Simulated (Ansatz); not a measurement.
I need harmonic frequencies at the relaxed geometry of BrF3Si, SMILES F[Si](F)(F)Br. Use the Python package of Ansatz (0.2.0). Use (for the species named): B3LYP, def2-SVP basis, multiplicity 1.

```xyz
5

F    -0.0156    0.0228    1.6517
Si    0.0559   -0.0925    0.0497
F    -0.4787   -1.5458   -0.3941
F     1.6649    0.1026   -0.3876
Br   -1.1765    1.4393   -0.9612
```

`run_freq.py`
```python
import ansatz as az
from ase import Atoms
from ase.thermochemistry import IdealGasThermo
import numpy as np

geometry_ang = [
    ("F", [-0.0156, 0.0228, 1.6517]),
    ("Si", [0.0559, -0.0925, 0.0497]),
    ("F", [-0.4787, -1.5458, -0.3941]),
    ("F", [1.6649, 0.1026, -0.3876]),
    ("Br", [-1.1765, 1.4393, -0.9612]),
]
system = az.Crystal.molecule()
for symbol, xyz in geometry_ang:
    system = system.atom(symbol, xyz)

calc = system.calculation().basis(gaussian="def2-SVP").functional("B3LYP")
symbols = [site.symbol for site in system.cartesian_sites]
start = np.array([site.position_ang for site in system.cartesian_sites], dtype=float)
report = calc.relax(force_tolerance=0.003).run(threads=1).report
end = np.array(report["positions_ang"])

print("final positions (A) and the move of each atom")
for symbol, xyz, old in zip(symbols, end, start):
    print(f"{symbol:2s} {xyz[0]:10.5f} {xyz[1]:10.5f} {xyz[2]:10.5f}   {np.linalg.norm(xyz - old):7.4f}")

minimum = az.Crystal.molecule()
for symbol, place in zip(symbols, end):
    minimum = minimum.atom(symbol, place.tolist())
vibrating = minimum.calculation()
vibrating = vibrating.basis(gaussian="def2-SVP")
vibrating = vibrating.functional("B3LYP")
vibrating = vibrating.phonons(temperatures=(100, 500, 100))
vib = vibrating.run(threads=1).report["vibrations"]
sums = vib["harmonic_sums"]
modes = [m["omega_inv_cm"] for m in sums["modes_at_gamma"] if m["rigid_motion"] == "no"]
print("frequencies (1/cm):", " ".join(f"{w:.0f}" for w in modes))
print("imaginary modes:", sum(w < 0 for w in modes), " zero-point energy:", round(sums["zero_point_energy_ev"], 4), "eV")
gas = IdealGasThermo(vib_energies=[w / 8065.544 for w in modes if w > 0], geometry="linear" if len(modes) == 3 * len(symbols) - 5 else "nonlinear",
                     atoms=Atoms(symbols, positions=end), symmetrynumber=1, spin=0.0)
print(f"H(298 K) - E = {gas.get_enthalpy(298.15, verbose=False):.4f} eV")
print(f"S(298 K, 1 bar) = {96485.33 * gas.get_entropy(298.15, 1e5, verbose=False):.1f} J/(mol K) with symmetry number 1")
```

```console
$ python run_freq.py
final positions (A) and the move of each atom
F    -0.03083    0.03799    1.62493    0.0343
Si    0.06390   -0.08223    0.03429    0.0202
F    -0.42494   -1.54481   -0.38457    0.0546
F     1.59810    0.06956   -0.38612    0.0745
Br   -1.15624    1.44589   -0.93003    0.0378
frequencies (1/cm): 188 189 277 320 320 496 854 1002 1002
imaginary modes: 0  zero-point energy: 0.2881 eV
H(298 K) - E = 0.4661 eV
S(298 K, 1 bar) = 330.2 J/(mol K) with symmetry number 1
```

The settings weren't tested for convergence. The frequencies are harmonic and unscaled, in a modest basis. b3lyp holds the VWN-RPA fit, as in Gaussian; the form of ORCA and Turbomole is b3lyp5. The entropy takes a symmetry number of 1; a symmetric molecule's is lower by R ln(sigma). Run time: 100 s on 1 thread of Arm Neoverse V1, on a shared host, peak memory 0.33 GiB.
